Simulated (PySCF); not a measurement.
# C₅H₈B radical: open-shell or spin-flip excitations

What do calculations give for the open-shell or spin-flip excitations of C₅H₈B radical (`[B]1CC=CCC1`)?

Computed with PySCF 2.14.0 and routines of our own; the level stands in each step. Atoms count from 0.

## 1. The starting structure

14 atoms, charge 0, multiplicity 2; geometry from: GFN2-xTB.

## 2. Open-shell or spin-flip excitations: unrestricted TDA M06-2X/def2-SVPD

What the job is given:

```
{"job": {"kind": "uabs", "xc": "M06-2X", "basis": "def2-SVPD", "nstates": 10, "tda": true}, "charge": 0, "multiplicity": 2}
B     -0.016184    -1.629569    -0.031241
C      1.314338    -0.924750     0.392785
C      1.345228     0.484166    -0.141034
C      0.249222     1.223041    -0.239042
C     -1.092320     0.693270     0.163045
C     -1.270328    -0.761356    -0.340568
H      2.241710    -1.439808     0.133678
H      1.298181    -0.878056     1.489904
H      2.303165     0.865682    -0.466821
H      0.292718     2.231525    -0.625267
H     -1.889415     1.330296    -0.227309
H     -1.174372     0.694156     1.255482
H     -1.388759    -0.733326    -1.430394
H     -2.213859    -1.155741     0.044616
```

Level: unrestricted TDA M06-2X/def2-SVPD, vertical, gas phase, core orbitals frozen in the response.

Command:

```sh
$ OMP_NUM_THREADS=1 python excited_run.py task.json out
```

This one command runs all jobs of the session in turn.

Output:

```text
coarse grid: 50856 points
cycle   1  E = -219.8012379925  dE =  1.014e+00  |g| = 2.189e-01  |ddm| = 4.053e+00
cycle   2  E = -219.8256294789  dE = -2.439e-02  |g| = 1.477e-01  |ddm| = 8.676e-01
cycle   3  E = -219.8379980682  dE = -1.237e-02  |g| = 4.051e-02  |ddm| = 3.255e-01
cycle   4  E = -219.8393388808  dE = -1.341e-03  |g| = 8.926e-03  |ddm| = 1.648e-01
cycle   5  E = -219.8394170283  dE = -7.815e-05  |g| = 5.183e-03  |ddm| = 5.749e-02
cycle   6  E = -219.8394351640  dE = -1.814e-05  |g| = 2.192e-03  |ddm| = 2.175e-02
cycle   7  E = -219.8394388219  dE = -3.658e-06  |g| = 7.962e-04  |ddm| = 9.546e-03
final grid: 110224 points
cycle   8  E = -219.8389900146  dE = -5.160e-06  |g| = 1.465e-03  |ddm| = 3.307e-02
cycle   9  E = -219.8389901115  dE = -9.691e-08  |g| = 1.546e-03  |ddm| = 5.508e-03
cycle  10  E = -219.8389913135  dE = -1.202e-06  |g| = 1.847e-04  |ddm| = 2.859e-03
cycle  11  E = -219.8389913395  dE = -2.605e-08  |g| = 1.298e-04  |ddm| = 6.286e-04
cycle  12  E = -219.8389913559  dE = -1.643e-08  |g| = 2.969e-05  |ddm| = 4.411e-04
cycle  13  E = -219.8389913583  dE = -2.378e-09  |g| = 1.378e-05  |ddm| = 1.533e-04
cycle  14  E = -219.8389913591  dE = -7.989e-10  |g| = 5.546e-06  |ddm| = 9.772e-05
converged SCF energy = -219.8389913591

Static polarisability (au): isotropic 71.701, principal 58.843 74.665 81.593

<S^2> of the reference = 0.7526 (exact 0.7500)

Excitations
state   eV       nm        f      <S^2>   main configurations
  1   1.6014    774.2   0.00569   0.759   Ha->La 0.97
  2   4.3038    288.1   0.00059   1.307   Hb->Lb 0.72, Hb->L+3b 0.10, H-1a->L+2a 0.08
  3   4.7024    263.7   0.01324   1.677   Ha->L+2a 0.39, Hb->L+3b 0.15, H-1a->L+2a 0.15, Hb->Lb 0.15
  4   4.9085    252.6   0.02591   0.870   Ha->L+1a 0.82
  5   5.0112    247.4   0.00502   1.387   Ha->L+2a 0.49, H-1a->L+2a 0.13, Hb->L+3b 0.10, Ha->L+1a 0.08
  6   5.0483    245.6   0.00166   2.139   H-1a->La 0.76, H-2a->La 0.08
  7   5.1804    239.3   0.00055   0.960   H-1b->Lb 0.78, Hb->Lb 0.09
  8   5.5259    224.4   0.00154   1.377   Hb->L+1b 0.73, H-1b->L+1b 0.11, H-1a->La 0.08
  9   5.7470    215.7   0.00025   2.341   H-2a->La 0.69, Hb->L+1b 0.11
 10   5.9583    208.1   0.01755   0.798   Ha->L+3a 0.54, Ha->L+5a 0.35
```

Wall time 2.4 min (1 thread of Arm Neoverse N1, shared host); peak memory 0.76 GiB.

From this job:

```
quantity  value
    ⟨S²⟩  0.753
```

Löwdin spin populations:

B0 0.72; C1 0.10; C2 0.02; C3 0.01; C4 0.03; C5 0.09; H6 0.01; H7 0.00; H8 0.00; H9 0.00; H10 0.01; H11 0.00; H12 0.00; H13 0.01

With diffuse functions Löwdin's scheme smears the spin, so small populations can have the wrong sign.

Orbitals, density, ELF and potential are computed afterwards from the orbital file.

ELF in a plane through or near 9 of the atoms.

Ten even steps from ' ' (0.00) to '@' (1.00):
```
                                                        
                                                        
                                                        
                        ++%%@@%%--                      
                      ..%%@@@@@@**..                    
          ..==++==..  ..%%@@@@@@++    ..----..          
          ++%%@@@@**::--**%%@@%%::  ==@@@@@@**          
          **%%@@@@%%==##++##..****++@@@@@@@@@@::        
          ..==%%%%==##--%%++**@@**++@@@@@@@@##..        
              ..--##****--::--++**++**++==..            
          ::--==++##%%##::  ..==%%@@##::                
      ::**@@@@@@@@::::####++##%%::::**####--..          
      ::##@@@@@@@@**##@@==..##@@++--@@@@@@@@**          
        ==%%@@%%**--**##..::--##****@@@@@@@@##          
          ::--..  ..**%%@@%%%%##--..**@@@@%%==          
                  ::%%@@@@@@@@%%--    ....              
                  ::%%@@@@@@@@%%--                      
                    ==**%%%%##++..                      
                    ..::::::..                          
                    ..::::..                            
```
The map spans 10.1 Å across and 9.8 Å up, centred on the molecule. Atoms in the plane (x, y in Å): B0 (-0.2, -1.6), C1 (-1.5, -0.7), C2 (-1.2, 0.7), C3 (0.0, 1.3), C5 (1.2, -0.9), H6 (-2.4, -1.1), H9 (0.1, 2.3), H10 (2.1, 1.0), H13 (2.0, -1.5).

On the surface of density 0.002 e/bohr³ the electrostatic potential runs, from the 1st to the 99th percentile, from -0.79 to 0.87 V.

The spin density lies nearest to B0 82 %.

## 3. Open-shell or spin-flip excitations: unrestricted TDDFT SCAN/pcseg-2

Settings changed since step 2:

```diff
@@ -1,2 +1,2 @@
-{"job": {"kind": "uabs", "xc": "M06-2X", "basis": "def2-SVPD", "nstates": 10, "tda": true}, "charge": 0, "multiplicity": 2}
+{"job": {"kind": "uabs", "xc": "SCAN", "basis": "pcseg-2", "nstates": 2, "tda": false}, "charge": 0, "multiplicity": 2}
 B     -0.016184    -1.629569    -0.031241
```

Level: unrestricted TDDFT SCAN/pcseg-2, vertical, gas phase, core orbitals frozen in the response.

Output:

```text
coarse grid: 50856 points
cycle   1  E = -219.9937425047  dE =  4.928e-01  |g| = 4.051e-01  |ddm| = 1.988e+00
cycle   2  E = -219.9037628608  dE =  8.998e-02  |g| = 5.823e-01  |ddm| = 9.706e-01
cycle   3  E = -220.0824299428  dE = -1.787e-01  |g| = 5.271e-02  |ddm| = 5.828e-01
cycle   4  E = -220.0836577498  dE = -1.228e-03  |g| = 2.141e-02  |ddm| = 8.248e-02
cycle   5  E = -220.0837625828  dE = -1.048e-04  |g| = 1.606e-02  |ddm| = 3.011e-02
cycle   6  E = -220.0838866532  dE = -1.241e-04  |g| = 4.787e-03  |ddm| = 1.626e-02
cycle   7  E = -220.0838977821  dE = -1.113e-05  |g| = 1.367e-03  |ddm| = 4.508e-03
cycle   8  E = -220.0838994409  dE = -1.659e-06  |g| = 5.884e-04  |ddm| = 2.040e-03
final grid: 110224 points
cycle   9  E = -220.0678370781  dE = -1.028e-04  |g| = 4.807e-03  |ddm| = 7.101e-02
cycle  10  E = -220.0678334831  dE =  3.595e-06  |g| = 5.712e-03  |ddm| = 1.307e-02
cycle  11  E = -220.0678517804  dE = -1.830e-05  |g| = 9.384e-04  |ddm| = 6.740e-03
cycle  12  E = -220.0678523243  dE = -5.439e-07  |g| = 5.175e-04  |ddm| = 1.662e-03
cycle  13  E = -220.0678525062  dE = -1.819e-07  |g| = 4.012e-04  |ddm| = 8.582e-04
cycle  14  E = -220.0678526359  dE = -1.297e-07  |g| = 2.072e-04  |ddm| = 4.996e-04
cycle  15  E = -220.0678527077  dE = -7.179e-08  |g| = 1.481e-04  |ddm| = 3.481e-04
cycle  16  E = -220.0678528024  dE = -9.464e-08  |g| = 1.233e-04  |ddm| = 4.825e-04
cycle  17  E = -220.0678529715  dE = -1.692e-07  |g| = 9.253e-05  |ddm| = 1.103e-03
cycle  18  E = -220.0678530839  dE = -1.124e-07  |g| = 5.471e-05  |ddm| = 1.237e-03
cycle  19  E = -220.0678531123  dE = -2.844e-08  |g| = 2.099e-05  |ddm| = 7.626e-04
cycle  20  E = -220.0678531146  dE = -2.299e-09  |g| = 7.154e-06  |ddm| = 2.215e-04
cycle  21  E = -220.0678531147  dE = -1.271e-10  |g| = 4.606e-06  |ddm| = 4.438e-05
converged SCF energy = -220.0678531147

Static polarisability (au): isotropic 73.707, principal 58.735 77.407 84.981

<S^2> of the reference = 0.7536 (exact 0.7500)

Excitations
state   eV       nm        f      <S^2>   main configurations
  1   1.9857    624.4   0.00006   2.658   H-1a->L+1a 0.42, Hb->L+2b 0.37, Hb->Lb 0.11
  2   2.1704    571.3   0.00737   0.783   Ha->La 0.98
```

Run time: 5.5 min. Hardware: 1 thread of Arm Neoverse N1, shared host; peak memory 0.8 GiB.

Key values:

```csv
quantity,value
⟨S²⟩,0.754
```

## 4. Outcome

| quantity | value |
| --- | --- |
| lowest and brightest state of nearly pure spin, of 10 (step 2, unrestricted TDA M06-2X/def2-SVPD) | 1.60 eV; 4.91 eV, f = 0.026 |
| surface potential, 1st and 99th percentile | -0.79 V and 0.87 V |
| lowest and brightest state of nearly pure spin, of 2 (step 3, unrestricted TDDFT SCAN/pcseg-2) | 2.17 eV; 2.17 eV, f = 0.007 |

**Reading.** States whose ⟨S²⟩ lies well above the reference's are mixtures of spin states, an artefact of the unrestricted response, and are left out of the summary. The lowest state of nearly pure spin runs from 1.60 to 2.17 eV over the runs.
